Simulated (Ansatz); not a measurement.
# C₂H₈OSi: basis-set convergence

One table from this session's results is given with a row withheld; the runs are named, their logs left out.

The runs use Ansatz 0.2.0, Gaussian basis; one geometry, several basis sets.

Plan: PBE0-D4/def2-SVP; ωB97M-V/def2-SVP; PBE0-D4/def2-QZVPP; ωB97M-V/def2-QZVPP; the functionals' def2-TZVPP values are taken from earlier runs.

### The relaxed structure

The geometry comes from an earlier relaxation with PBE0-D4 in a triple-zeta def2 set; it is a stationary point, not always the lowest conformer.

12 atoms, charge 0, spin multiplicity 1.

Atoms are counted from 1 here; the program's logs count them from 0.

Bond lengths: C1–O2 1.406 Å, C1–H5 1.092 Å, C1–H6 1.097 Å, C1–H7 1.096 Å, O2–Si3 1.646 Å, Si3–C4 1.864 Å, Si3–H8 1.494 Å, Si3–H9 1.483 Å, C4–H10 1.093 Å, C4–H11 1.094 Å, C4–H12 1.093 Å. Angles: O2–C1–H5 108.4°, O2–C1–H6 111.7°, O2–C1–H7 111.6°, H5–C1–H6 108.3°, H5–C1–H7 108.2°, H6–C1–H7 108.4°, C1–O2–Si3 122.9°, O2–Si3–C4 112.5°, O2–Si3–H8 109.3°, O2–Si3–H9 105.4°, C4–Si3–H8 108.9°, C4–Si3–H9 110.9°, H8–Si3–H9 109.8°, Si3–C4–H10 111.6°, Si3–C4–H11 110.0°, Si3–C4–H12 111.1°, H10–C4–H11 107.6°, H10–C4–H12 108.3° and more.

Coordinates:

| atom | x (Å) | y (Å) | z (Å) |
| --- | --- | --- | --- |
| C1 | 0.0909 | 1.5995 | -1.0107 |
| O2 | 0.7153 | 0.3403 | -1.0463 |
| Si3 | 0.8131 | -0.6473 | 0.2669 |
| C4 | -0.8542 | -1.2770 | 0.8134 |
| H5 | 0.3065 | 2.1180 | -1.9468 |
| H6 | 0.4644 | 2.2144 | -0.1822 |
| H7 | -0.9972 | 1.5081 | -0.9115 |
| H8 | 1.4431 | 0.0964 | 1.3985 |
| H9 | 1.6917 | -1.7679 | -0.1488 |
| H10 | -1.5088 | -0.4600 | 1.1272 |
| H11 | -0.7373 | -1.9538 | 1.6647 |
| H12 | -1.3505 | -1.8257 | 0.0095 |

The first run:

Contents of in.yaml:

```yaml
crystal:
  periodic: [false, false, false]
  atoms:
    - {symbol: C, position_ang: [0.090913, 1.599502, -1.010710]}
    - {symbol: O, position_ang: [0.715314, 0.340310, -1.046324]}
    - {symbol: Si, position_ang: [0.813079, -0.647301, 0.266875]}
    - {symbol: C, position_ang: [-0.854178, -1.277028, 0.813411]}
    - {symbol: H, position_ang: [0.306486, 2.118040, -1.946783]}
    - {symbol: H, position_ang: [0.464358, 2.214361, -0.182192]}
    - {symbol: H, position_ang: [-0.997171, 1.508076, -0.911535]}
    - {symbol: H, position_ang: [1.443101, 0.096371, 1.398528]}
    - {symbol: H, position_ang: [1.691660, -1.767902, -0.148769]}
    - {symbol: H, position_ang: [-1.508818, -0.460020, 1.127203]}
    - {symbol: H, position_ang: [-0.737347, -1.953775, 1.664729]}
    - {symbol: H, position_ang: [-1.350495, -1.825736, 0.009468]}
basis:
  gaussian: {orbitals: def2-SVP}
hamiltonian: {xc: pbe0, dispersion: d4}
output: {orbitals: {seedname: orbitals}}
```

Among the steps run: PBE0-D4 in def2-SVP; ωB97M-V in def2-SVP; PBE0-D4 in def2-QZVPP; ωB97M-V in def2-QZVPP.

One of the session's tables, all rows but one given; the rest of the session is left out.

It belongs to the step «Functionals by basis». 

```
functional       basis  HOMO (eV)  LUMO (eV)
   PBE0-D4    def2-SVP      -7.82       1.42
   PBE0-D4  def2-TZVPP      -7.95       0.87
   PBE0-D4  def2-QZVPP          ?          ?
   ωB97M-V    def2-SVP     -10.16       3.21
   ωB97M-V  def2-TZVPP     -10.31       2.46
   ωB97M-V  def2-QZVPP     -10.33       1.72
```

Estimate the missing values for PBE0-D4, def2-QZVPP.

As computed: HOMO (eV): -7.98; LUMO (eV): 0.57. In the column «HOMO (eV)» it lies between ωB97M-V, def2-SVP (-10.16) and PBE0-D4, def2-TZVPP (-7.95).
